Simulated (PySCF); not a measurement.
# [Ce(NH2)4]−: how settings move a single point

Aim: repeat the single point on relaxed [Ce(NH2)4]− with altered settings, some of them bad on purpose. The structure is generated, not taken from experiment.

The runs use PySCF 2.14.0; PBE0, Ce lcecp-1-SVP with ECP47, N def2-SVP, H def2-SVP; scalar-relativistic core potentials, no spin–orbit coupling.

3 further runs of the same task are left out: 1 for a known fault of the program, 2 that didn't finish.

### Step 1. The system as given

13 atoms, charge -1, spin multiplicity 1.

Bond lengths: Ce1–N2 2.370 Å, Ce1–N5 2.370 Å, Ce1–N8 2.370 Å, Ce1–N11 2.370 Å, N2–H3 1.021 Å, N2–H4 1.023 Å, N5–H6 1.023 Å, N5–H7 1.021 Å, N8–H9 1.023 Å, N8–H10 1.021 Å, N11–H12 1.021 Å, N11–H13 1.023 Å. Angles: N2–Ce1–N5 110.9°, N2–Ce1–N8 106.6°, N2–Ce1–N11 110.9°, N5–Ce1–N8 110.9°, N5–Ce1–N11 106.6°, N8–Ce1–N11 110.9°, Ce1–N2–H3 131.4°, Ce1–N2–H4 123.4°, H3–N2–H4 105.0°, Ce1–N5–H6 123.4°, Ce1–N5–H7 131.3°, H6–N5–H7 105.1°, Ce1–N8–H9 123.4°, Ce1–N8–H10 131.4°, H9–N8–H10 105.0°, Ce1–N11–H12 131.3°, Ce1–N11–H13 123.4°, H12–N11–H13 105.1°.

As a file:

```
Ce   -0.00006    0.00000    0.00000
N     1.41621    1.29419    1.39192
H     1.39235    1.47584    2.39630
H     2.27801    1.73611    1.06276
N    -1.41644   -1.39190    1.29415
H    -2.27838   -1.06292    1.73585
H    -1.39171   -2.39651    1.47627
N     1.41621   -1.29419   -1.39192
H     2.27801   -1.73611   -1.06276
H     1.39235   -1.47584   -2.39630
N    -1.41644    1.39190   -1.29415
H    -1.39171    2.39651   -1.47627
H    -2.27838    1.06292   -1.73585
```

Formal oxidation states: Ce +3. Each metal's 1 4f electrons lie in its core potential, so multiplicities, spins and levels count the valence alone. An earlier session relaxed this geometry at PBE0, Ce lcecp-1-SVP with ECP47, N def2-SVP, H def2-SVP (singlet, point group S4).

The sound run used a (50, 194) grid (finer on f atoms), a threshold of 1e-8 and at most 55 cycles, and ended at -255.754863 Eh.

### Step 2. Try 1

Input file run.py (the lines that set the calculation):

```python
mol = gto.M(atom='''
Ce    -0.00006     0.00000     0.00000
N      1.41621     1.29419     1.39192
H      1.39235     1.47584     2.39630
H      2.27801     1.73611     1.06276
N     -1.41644    -1.39190     1.29415
H     -2.27838    -1.06292     1.73585
H     -1.39171    -2.39651     1.47627
N      1.41621    -1.29419    -1.39192
H      2.27801    -1.73611    -1.06276
H      1.39235    -1.47584    -2.39630
N     -1.41644     1.39190    -1.29415
H     -1.39171     2.39651    -1.47627
H     -2.27838     1.06292    -1.73585''',
    basis={'Ce': 'lcecp-1-SVP', 'N': 'def2-SVP', 'H': 'def2-SVP'},
    ecp={'Ce': 'lcecp-1-SVP'},
    charge=-1, spin=0)
mf = dft.RKS(mol, xc='PBE0')
mf.grids.atom_grid = (50, 194)  # f atoms: unpruned, at least (60, 302)
mf = mf.density_fit()  # fitting sets: Ce AutoAux, N def2-universal-JKFIT, H def2-universal-JKFIT
mf.conv_tol = 0.001; mf.max_cycle = 55
mf.kernel(dm0)  # dm0: free metal ions and neutral atoms
```

Launch:

```sh
OMP_NUM_THREADS=2 python run.py
```

Log:

```text
init E= -261.948664938857
  HOMO = -0.00344889379207473  LUMO = 0.110600802756231  gap/eV = 3.10345
cycle= 1 E= -255.538543964328  delta_E= 6.41  |g|= 0.964  |ddm|= 3.82
  HOMO = -0.137074398130818  LUMO = 0.122967362375398  gap/eV = 7.07610
cycle= 2 E= -255.349969299526  delta_E= 0.189  |g|= 1.32  |ddm|= 1.82
  HOMO = -0.029036188562135  LUMO = 0.133391309005933  gap/eV = 4.41988
cycle= 3 E= -255.750817451117  delta_E= -0.401  |g|= 0.124  |ddm|= 1.17
  HOMO = -0.0445485621227367  LUMO = 0.12819163142613  gap/eV = 4.70050
cycle= 4 E= -255.754668064622  delta_E= -0.00385  |g|= 0.0236  |ddm|= 0.235
  HOMO = -0.042798601410972  LUMO = 0.128977418448496  gap/eV = 4.67426
cycle= 5 E= -255.754860749037  delta_E= -0.000193  |g|= 0.00231  |ddm|= 0.0532
  HOMO = -0.0429485186330298  LUMO = 0.128884658053106  gap/eV = 4.67582
Extra cycle  E= -255.75486145767  delta_E= -7.09e-07  |g|= 0.00199  |ddm|= 0.00907
converged SCF energy = -255.75486145767
```

Wall time 5.6 s (2 threads of AMD EPYC 9R45 (Zen 5), shared host).

Changed: the SCF threshold (0.001). It converges in 5 cycles, at the sound run's energy within 0.001 eV, with a largest force component of 0.01 eV/Å. The result survives the change.

### Step 3. Try 2

run.py (the lines that set the calculation): that of step 2 with these lines changed.

```diff
@@ -18,5 +18,5 @@
 mf = dft.RKS(mol, xc='PBE0')
-mf.grids.atom_grid = (50, 194)  # f atoms: unpruned, at least (60, 302)
+mf.grids.atom_grid = (99, 590)  # f atoms: unpruned, at least (60, 302)
 mf = mf.density_fit()  # fitting sets: Ce AutoAux, N def2-universal-JKFIT, H def2-universal-JKFIT
-mf.conv_tol = 0.001; mf.max_cycle = 55
+mf.conv_tol = 1e-08; mf.max_cycle = 55
 mf.kernel(dm0)  # dm0: free metal ions and neutral atoms
```

Launch:

```sh
OMP_NUM_THREADS=2 python run.py
```

Log:

```text
init E= -261.948676837001
  HOMO = -0.00345243181279114  LUMO = 0.110609995477979  gap/eV = 3.10380
cycle= 1 E= -255.538565517596  delta_E= 6.41  |g|= 0.964  |ddm|= 3.82
  HOMO = -0.137075463034742  LUMO = 0.122982012841973  gap/eV = 7.07652
cycle= 2 E= -255.349996067932  delta_E= 0.189  |g|= 1.32  |ddm|= 1.82
  HOMO = -0.0290373291307142  LUMO = 0.13340606344763  gap/eV = 4.42031
cycle= 3 E= -255.750840725169  delta_E= -0.401  |g|= 0.124  |ddm|= 1.17
  HOMO = -0.0445484903786657  LUMO = 0.128212978656244  gap/eV = 4.70108
cycle= 4 E= -255.754691608277  delta_E= -0.00385  |g|= 0.0236  |ddm|= 0.235
  HOMO = -0.0427972177518683  LUMO = 0.129001853967342  gap/eV = 4.67489
cycle= 5 E= -255.754884285405  delta_E= -0.000193  |g|= 0.00231  |ddm|= 0.0532
  HOMO = -0.0429632943893569  LUMO = 0.128938859360545  gap/eV = 4.67770
cycle= 6 E= -255.754886240757  delta_E= -1.96e-06  |g|= 0.00035  |ddm|= 0.00619
  HOMO = -0.0429440488190872  LUMO = 0.128948812469343  gap/eV = 4.67744
cycle= 7 E= -255.75488627473  delta_E= -3.4e-08  |g|= 0.00015  |ddm|= 0.000533
  HOMO = -0.0429421165035491  LUMO = 0.128949304721612  gap/eV = 4.67740
cycle= 8 E= -255.754886278004  delta_E= -3.27e-09  |g|= 0.000104  |ddm|= 0.000215
  HOMO = -0.0429444311472176  LUMO = 0.12894937013607  gap/eV = 4.67747
cycle= 9 E= -255.754886280642  delta_E= -2.64e-09  |g|= 1.03e-05  |ddm|= 0.000105
  HOMO = -0.042943763161463  LUMO = 0.128949431745536  gap/eV = 4.67745
Extra cycle  E= -255.754886280632  delta_E= 1.03e-11  |g|= 1.27e-05  |ddm|= 2.34e-05
converged SCF energy = -255.754886280632
```

Run time: 17 s. Hardware: 2 threads of AMD EPYC 9R45 (Zen 5), shared host.

Changed: the integration grid, to (99, 590). It converges in 9 cycles, -0.001 eV from the sound run, with a largest force component of 0.01 eV/Å. The result survives the change.

### Step 4. Try 3

run.py (the lines that set the calculation): that of step 3 with these lines changed.

```diff
@@ -18,5 +18,5 @@
 mf = dft.RKS(mol, xc='PBE0')
-mf.grids.atom_grid = (99, 590)  # f atoms: unpruned, at least (60, 302)
+mf.grids.atom_grid = (50, 194)  # f atoms: unpruned, at least (60, 302)
 mf = mf.density_fit()  # fitting sets: Ce AutoAux, N def2-universal-JKFIT, H def2-universal-JKFIT
 mf.conv_tol = 1e-08; mf.max_cycle = 55
-mf.kernel(dm0)  # dm0: free metal ions and neutral atoms
+mf.kernel(dm0)  # dm0: smeared density
```

Launch:

```sh
OMP_NUM_THREADS=2 python run.py
```

Log:

```text
init E= -255.703405023003
  HOMO = -0.0513766242325335  LUMO = 0.119509888456896  gap/eV = 4.65006
cycle= 1 E= -255.754052166554  delta_E= -0.0506  |g|= 0.0565  |ddm|= 0.759
  HOMO = -0.0344494220137358  LUMO = 0.130396245707086  gap/eV = 4.48568
cycle= 2 E= -255.752834468281  delta_E= 0.00122  |g|= 0.0941  |ddm|= 0.156
  HOMO = -0.0423177060819818  LUMO = 0.129163239958295  gap/eV = 4.66623
cycle= 3 E= -255.754859760424  delta_E= -0.00203  |g|= 0.00297  |ddm|= 0.0837
  HOMO = -0.0428708283837137  LUMO = 0.128931202359691  gap/eV = 4.67497
cycle= 4 E= -255.754862328276  delta_E= -2.57e-06  |g|= 0.00115  |ddm|= 0.00781
  HOMO = -0.042948812510472  LUMO = 0.128920698910473  gap/eV = 4.67681
cycle= 5 E= -255.754862743315  delta_E= -4.15e-07  |g|= 7.86e-05  |ddm|= 0.00169
  HOMO = -0.0429463605171573  LUMO = 0.128922889835611  gap/eV = 4.67680
cycle= 6 E= -255.754862744177  delta_E= -8.62e-10  |g|= 6.65e-05  |ddm|= 0.000158
  HOMO = -0.0429404368928519  LUMO = 0.128924047343371  gap/eV = 4.67667
Extra cycle  E= -255.754862742131  delta_E= 2.05e-09  |g|= 0.000115  |ddm|= 0.000168
converged SCF energy = -255.754862742131
```

Run time: 5.8 s. Hardware: 2 threads of AMD EPYC 9R45 (Zen 5), shared host.

Changed: the starting guess (smeared density). It converges in 6 cycles, at the sound run's energy within 0.001 eV, with a largest force component of 0.01 eV/Å. The result survives the change.

### Step 5. Try 4

Input file run.py (the lines that set the calculation):

```python
mol = gto.M(atom='''
Ce    -0.00006     0.00000     0.00000
N      1.33124     1.21654     1.30841
H      1.30880     1.38729     2.25252
H      2.14132     1.63195     0.99900
N     -1.33145    -1.30838     1.21650
H     -2.14168    -0.99914     1.63170
H     -1.30821    -2.25272     1.38770
N      1.33124    -1.21654    -1.30841
H      2.14132    -1.63195    -0.99900
H      1.30880    -1.38729    -2.25252
N     -1.33145     1.30838    -1.21650
H     -1.30821     2.25272    -1.38770
H     -2.14168     0.99914    -1.63170''',
    basis={'Ce': 'lcecp-1-SVP', 'N': 'def2-SVP', 'H': 'def2-SVP'},
    ecp={'Ce': 'lcecp-1-SVP'},
    charge=-1, spin=0)
mf = dft.RKS(mol, xc='PBE0')
mf.grids.atom_grid = (50, 194)  # f atoms: unpruned, at least (60, 302)
mf = mf.density_fit()  # fitting sets: Ce AutoAux, N def2-universal-JKFIT, H def2-universal-JKFIT
mf.conv_tol = 1e-08; mf.max_cycle = 55
mf.kernel(dm0)  # dm0: free metal ions and neutral atoms
```

Launch:

```sh
OMP_NUM_THREADS=2 python run.py
```

Log:

```text
init E= -262.481121519335
  HOMO = -0.0145363678915148  LUMO = 0.11416468953065  gap/eV = 3.50213
cycle= 1 E= -255.555562161288  delta_E= 6.93  |g|= 0.812  |ddm|= 3.97
  HOMO = -0.0999428025818788  LUMO = 0.130787622589789  gap/eV = 6.27849
cycle= 2 E= -255.480539971096  delta_E= 0.075  |g|= 0.983  |ddm|= 1.49
  HOMO = -0.023191105379523  LUMO = 0.1363646117203  gap/eV = 4.34173
cycle= 3 E= -255.701014526206  delta_E= -0.22  |g|= 0.127  |ddm|= 0.95
  HOMO = -0.0401024672163061  LUMO = 0.131895560233779  gap/eV = 4.68030
cycle= 4 E= -255.704636546807  delta_E= -0.00362  |g|= 0.0207  |ddm|= 0.227
  HOMO = -0.0388374092702578  LUMO = 0.132176263824274  gap/eV = 4.65352
cycle= 5 E= -255.70477040934  delta_E= -0.000134  |g|= 0.00152  |ddm|= 0.0469
  HOMO = -0.0389813788320787  LUMO = 0.13211959867154  gap/eV = 4.65589
cycle= 6 E= -255.70477123363  delta_E= -8.24e-07  |g|= 0.000268  |ddm|= 0.00458
  HOMO = -0.0389632232521018  LUMO = 0.132121920236834  gap/eV = 4.65546
cycle= 7 E= -255.70477125367  delta_E= -2e-08  |g|= 9e-05  |ddm|= 0.000462
  HOMO = -0.0389646342460009  LUMO = 0.132121277216008  gap/eV = 4.65548
cycle= 8 E= -255.704771254829  delta_E= -1.16e-09  |g|= 6.54e-05  |ddm|= 0.000154
  HOMO = -0.0389598834509158  LUMO = 0.132120696901165  gap/eV = 4.65534
Extra cycle  E= -255.704771253162  delta_E= 1.67e-09  |g|= 0.000108  |ddm|= 0.000169
converged SCF energy = -255.704771253162
```

Wall time 6 s (2 threads of AMD EPYC 9R45 (Zen 5), shared host).

Changed: the scale of all coordinates (0.94). It converges in 8 cycles, +1.363 eV from the sound run, with a largest force component of 3.29 eV/Å. The setting is unsound, so these numbers aren't the compound's.

### Step 6. Try 5

Input file run.py (the lines that set the calculation):

```python
mol = gto.M(atom='''
Ce    -0.00006     0.00000     0.00000
N      1.41621     1.29419     1.39192
H      1.39235     1.47584     2.39630
H      2.27801     1.73611     1.06276
N     -1.41644    -1.39190     1.29415
H     -2.27838    -1.06292     1.73585
H     -1.39171    -2.39651     1.47627
N      1.41621    -1.29419    -1.39192
H      2.27801    -1.73611    -1.06276
H      1.39235    -1.47584    -2.39630
N     -1.41644     1.39190    -1.29415
H     -1.39171     2.39651    -1.47627
H     -2.27838     1.06292    -1.73585''',
    basis={'Ce': 'lcecp-1-SVP', 'N': 'def2-SVP', 'H': 'def2-SVP'},
    ecp={'Ce': 'lcecp-1-SVP'},
    charge=-1, spin=1)
mf = dft.UKS(mol, xc='PBE0')
mf.grids.atom_grid = (50, 194)  # f atoms: unpruned, at least (60, 302)
mf = mf.density_fit()  # fitting sets: Ce AutoAux, N def2-universal-JKFIT, H def2-universal-JKFIT
mf.conv_tol = 1e-08; mf.max_cycle = 83
mf.kernel(dm0)  # dm0: free metal ions and neutral atoms
```

Launch:

```sh
OMP_NUM_THREADS=2 python run.py
```

Log:

```text
RuntimeError: Electron number 48 and spin 1 are not consistent
Note mol.spin = 2S = Nalpha - Nbeta, not 2S+1
```

Hardware: 2 threads of AMD EPYC 9R45 (Zen 5), shared host.

Changed: the spin (1 unpaired electrons); the cycle limit is 83. The program refuses it: the number of electrons and the spin don't fit.

### Step 7. Results

| run | changed | ending | energy change (eV) | cycles | time | usable |
| --- | --- | --- | --- | --- | --- | --- |
| 1 | the SCF threshold | converged | 0.000 | 5 | 5.6 s | yes |
| 2 | the integration grid | converged | -0.001 | 9 | 17 s | yes |
| 3 | the starting guess | converged | 0.000 | 6 | 5.8 s | yes |
| 4 | the scale of all coordinates | converged | +1.363 | 8 | 6 s | no |
| 5 | the spin | refused | – | – | 0 s | no |

3 of 5 altered runs give a usable result. 1 ended normally with numbers unfit to quote.
